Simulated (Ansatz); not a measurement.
# CH6FGeNS: up Jacob's ladder to CCSD(T)

One table from this session's results is given with a row withheld; the runs are named, their logs left out.

Computed with Ansatz 0.2.0, Gaussian basis. Level: functionals in def2-TZVPP, the program's frozen cores in correlated methods.

The runs, in order: PBE-D4, r2SCAN-D4, PBE0-D4, B3LYP-D4, ωB97X-V, ωB97M-V, B2PLYP; CCSD(T)/def2-TZVPP; MP2/def2-QZVPP; extrapolation to the limit.

## Structure used throughout

The geometry comes from an earlier relaxation with PBE0-D4 in a triple-zeta def2 set; it is a stationary point, not always the lowest conformer.

SMILES `[NH2][GeH2][S]CF`, 11 atoms, charge 0, spin multiplicity 1.

Atoms are counted from 1 here; the program's logs count them from 0.

Bond lengths: N1–Ge2 1.829 Å, N1–H6 1.011 Å, N1–H7 1.012 Å, Ge2–S3 2.244 Å, Ge2–H8 1.537 Å, Ge2–H9 1.532 Å, S3–C4 1.795 Å, C4–F5 1.382 Å, C4–H10 1.092 Å, C4–H11 1.092 Å. Angles: Ge2–N1–H6 113.6°, Ge2–N1–H7 112.8°, H6–N1–H7 108.0°, N1–Ge2–S3 115.5°, N1–Ge2–H8 107.4°, N1–Ge2–H9 108.2°, S3–Ge2–H8 105.9°, S3–Ge2–H9 105.7°, H8–Ge2–H9 114.4°, Ge2–S3–C4 97.8°, S3–C4–F5 112.6°, S3–C4–H10 111.0°, S3–C4–H11 107.2°, F5–C4–H10 107.5°, F5–C4–H11 108.3°, H10–C4–H11 110.3°.

Coordinates:

```xyz
11
charge 0, multiplicity 1
N    -1.53276    1.15379    0.78755
Ge   -0.50210   -0.31281    1.15084
S     1.61619   -0.20979    0.41747
C     1.28953   -0.52112   -1.31965
F     0.59325    0.50893   -1.92207
H    -1.23131    1.98959    1.27093
H    -1.58176    1.36424   -0.20121
H    -1.13888   -1.51290    0.43224
H    -0.40631   -0.46562    2.67254
H     0.70346   -1.43335   -1.45023
H     2.25598   -0.61805   -1.81770
```

Set-up of the first run:

in.yaml

```yaml
crystal:
  periodic: [false, false, false]
  atoms:
    - {symbol: N, position_ang: [-1.532763, 1.153785, 0.787549]}
    - {symbol: Ge, position_ang: [-0.502098, -0.312808, 1.150835]}
    - {symbol: S, position_ang: [1.616192, -0.209793, 0.417468]}
    - {symbol: C, position_ang: [1.289533, -0.521117, -1.319654]}
    - {symbol: F, position_ang: [0.593253, 0.508931, -1.922066]}
    - {symbol: H, position_ang: [-1.231307, 1.989589, 1.270928]}
    - {symbol: H, position_ang: [-1.581756, 1.364238, -0.201211]}
    - {symbol: H, position_ang: [-1.138883, -1.512898, 0.432240]}
    - {symbol: H, position_ang: [-0.406305, -0.465623, 2.672541]}
    - {symbol: H, position_ang: [0.703457, -1.433354, -1.450226]}
    - {symbol: H, position_ang: [2.255977, -0.618050, -1.817703]}
basis:
  gaussian: {orbitals: def2-TZVPP}
hamiltonian: {xc: pbe, dispersion: d4}
output: {forces: true, orbitals: {seedname: orbitals}}
```

Command:

```
$ ansatz run in.yaml --threads 2 --pin off --events-out ev --progress --plain --max-ram 22528MiB --backend cpu
```

Steps of the session up to this table: PBE-D4 (GGA); r2SCAN-D4 (meta-GGA); PBE0-D4 (hybrid); B3LYP-D4 (hybrid); ωB97X-V (range-separated); ωB97M-V (range-separated); B2PLYP (double hybrid); CCSD(T) in def2-TZVPP; MP2 in def2-QZVPP.

One table of the session follows, with a row left open; its other results are not shown here.

It belongs to the step «Atomisation energies». 

```
            method  atomisation energy (kJ/mol)
            PBE-D4                       3681.2
         r2SCAN-D4                       3609.6
           PBE0-D4                       3600.0
          B3LYP-D4                       3596.9
           ωB97X-V                       3632.6
           ωB97M-V                       3613.7
            B2PLYP                       3554.9
     HF/def2-TZVPP                            ?
    MP2/def2-TZVPP                       3558.0
   CCSD/def2-TZVPP                       3447.9
CCSD(T)/def2-TZVPP                       3511.3
           MP2/CBS                       3660.8
       CCSD(T)/CBS                       3614.1
```

**Question.** Estimate the row for HF/def2-TZVPP.

**Answer.** atomisation energy (kJ/mol): 2471.6. In the column «atomisation energy (kJ/mol)» it is the lowest.

To keep in mind: Free atoms (1 N, 1 Ge, 1 S, 1 C, 1 F, 6 H) were run apart at each level; the atomisation energy is their sum less the molecule, without zero-point or spin-orbit terms.
